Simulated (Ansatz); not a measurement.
# SnOF₃ radical: geometry optimisation

Aim: relax SnOF₃ radical at this level.

Program: Ansatz 0.2.0. Level of theory: UKS PBE0-D4/def2-SVP. These are calculated values, not measurements.

### Step 1. Starting geometry

SMILES `[O][Sn]([F])([F])[F]`, 5 atoms, charge 0, spin multiplicity 2.

Atoms are counted from 1 here; the program's logs count them from 0.

Bond lengths: O1–Sn2 2.018 Å, Sn2–F3 1.934 Å, Sn2–F4 1.934 Å, Sn2–F5 1.934 Å. Angles: O1–Sn2–F3 107.9°, O1–Sn2–F4 113.1°, O1–Sn2–F5 111.4°, F3–Sn2–F4 108.3°, F3–Sn2–F5 109.7°, F4–Sn2–F5 106.3°.

As a file:

| atom | x (Å) | y (Å) | z (Å) |
| --- | --- | --- | --- |
| O1 | -1.01133 | -0.02330 | 1.74175 |
| Sn2 | -0.00096 | -0.01125 | -0.00487 |
| F3 | 1.58998 | -1.08801 | 0.21971 |
| F4 | -1.02294 | -0.73677 | -1.47792 |
| F5 | 0.49526 | 1.78573 | -0.51996 |

### Step 2. Relaxation

The input, input.yaml:

```yaml
crystal:
  periodic: [false, false, false]
  atoms:
    - { symbol: O, position_ang: [-1.011334, -0.023299, 1.741746] }
    - { symbol: Sn, position_ang: [-0.000959, -0.011249, -0.004869] }
    - { symbol: F, position_ang: [1.58998, -1.088008, 0.219707] }
    - { symbol: F, position_ang: [-1.022943, -0.736773, -1.477923] }
    - { symbol: F, position_ang: [0.495256, 1.785729, -0.519962] }
magnetization:
  spin_polarized: true
  initial_magnetization: 1
basis:
  gaussian: { orbitals: def2-SVP }
hamiltonian:
  xc: pbe0
  dispersion: d4
output:
  forces: true
relax:
  f_tol: 0.003
  max_steps: 120
```

Started as:

```
ansatz run input.yaml --threads 1 --pin off --max-ram 2560MiB --backend cpu --events-out ev --progress --plain --runs-dir out
```

Standard output, shortened:

```text
Warning: RAYON_NUM_THREADS=1 ignored (pool sized by the plan → 1); use --threads N
[...]
Functional definition: PBE0
[...]
923 factors; integrals over basis functions are off by at most 1.6e-4 eV
[...]
mean field -16010.48561870 eV, -588.3744941904 hartree, gradient 5.3e-8 eV, S^2 0.755496; 2 other end points of the search recorded, 0 dependent functions left out
[...]
reference -16010.48564717 eV, -588.3744952364 hartree; 29, 28 occupied and 53, 54 virtual orbitals, 923 factors
relax step   1: F+E_penalty+E_count = -16010.56675104 eV  Δ(F+E_penalty+E_count) = +0.000e0 eV  max|allowed force component| = 6.581e-1 eV/Å  Δτ_max = 0.0000 Å  (188 SCF iters, accepted)
[...]
relax step   3: F+E_penalty+E_count = -16010.60267174 eV  Δ(F+E_penalty+E_count) = -3.322e-5 eV  max|allowed force component| = 1.839e-3 eV/Å  Δτ_max = 0.0021 Å  (178 SCF iters, accepted)
[...]
relax step   4: F+E_penalty+E_count = -16010.60267625 eV  Δ(F+E_penalty+E_count) = -4.513e-6 eV  max|allowed force component| = 1.645e-3 eV/Å  Δτ_max = 0.0012 Å  (109 SCF iters, accepted)
923 factors; integrals over basis functions are off by at most 1.5e-4 eV
[...]
mean field -16010.52074023 eV, -588.3757848828 hartree, gradient 4.1e-8 eV, S^2 0.754788; 3 other end points of the search recorded, 0 dependent functions left out
[...]
reference -16010.52076877 eV, -588.3757859315 hartree; 29, 28 occupied and 53, 54 virtual orbitals, 923 factors
Total energy: -16010.60270479 eV, -588.3787970247 hartree
Atom 0 at    -1.004267    -0.021595     1.714684 Å, force     0.000442    -0.000382    -0.001645 eV/Å
Atom 1 at     0.002153    -0.012405    -0.005181 Å, force    -0.000721    -0.000072     0.001294 eV/Å
Atom 2 at     1.573123    -1.071577     0.212406 Å, force     0.000174     0.000652     0.000019 eV/Å
Atom 3 at    -1.012489    -0.728668    -1.453007 Å, force    -0.000496     0.000055     0.000422 eV/Å
Atom 4 at     0.491479     1.760644    -0.510203 Å, force     0.000600    -0.000254    -0.000090 eV/Å
Dipole moment:    -0.085753     0.003689     0.131606 e Å
```

Run time: 2.2 min. Hardware: 1 thread of Arm Neoverse V1, shared host; peak memory 0.28 GiB.

Step by step:

| step | energy from step 1 (eV) | largest force component (eV/Å) |
| --- | --- | --- |
| 1 | 0.0000 | 0.6581 |
| 2 | -0.0359 | 0.0225 |
| 3 | -0.0359 | 0.0018 |
| 4 | -0.0359 | 0.0016 |

Bonds that changed most:

| bond | before (Å) | after (Å) | change (Å) |
| --- | --- | --- | --- |
| Sn2–F3 | 1.934 | 1.907 | -0.027 |
| Sn2–F5 | 1.934 | 1.907 | -0.027 |
| Sn2–F4 | 1.934 | 1.908 | -0.027 |
| O1–Sn2 | 2.018 | 1.993 | -0.025 |

### Step 3. What came out

```
             quantity      value
        energy gained  0.0359 eV
root mean square move    0.024 Å
        dipole moment     0.75 D
```

**Reading.** Bond lengths: O1–Sn2 1.993 Å, Sn2–F3 1.907 Å, Sn2–F4 1.908 Å, Sn2–F5 1.907 Å. Angles: O1–Sn2–F3 108.4°, O1–Sn2–F4 112.6°, O1–Sn2–F5 111.2°, F3–Sn2–F4 108.4°, F3–Sn2–F5 109.6°, F4–Sn2–F5 106.5°. No frequencies were computed here.
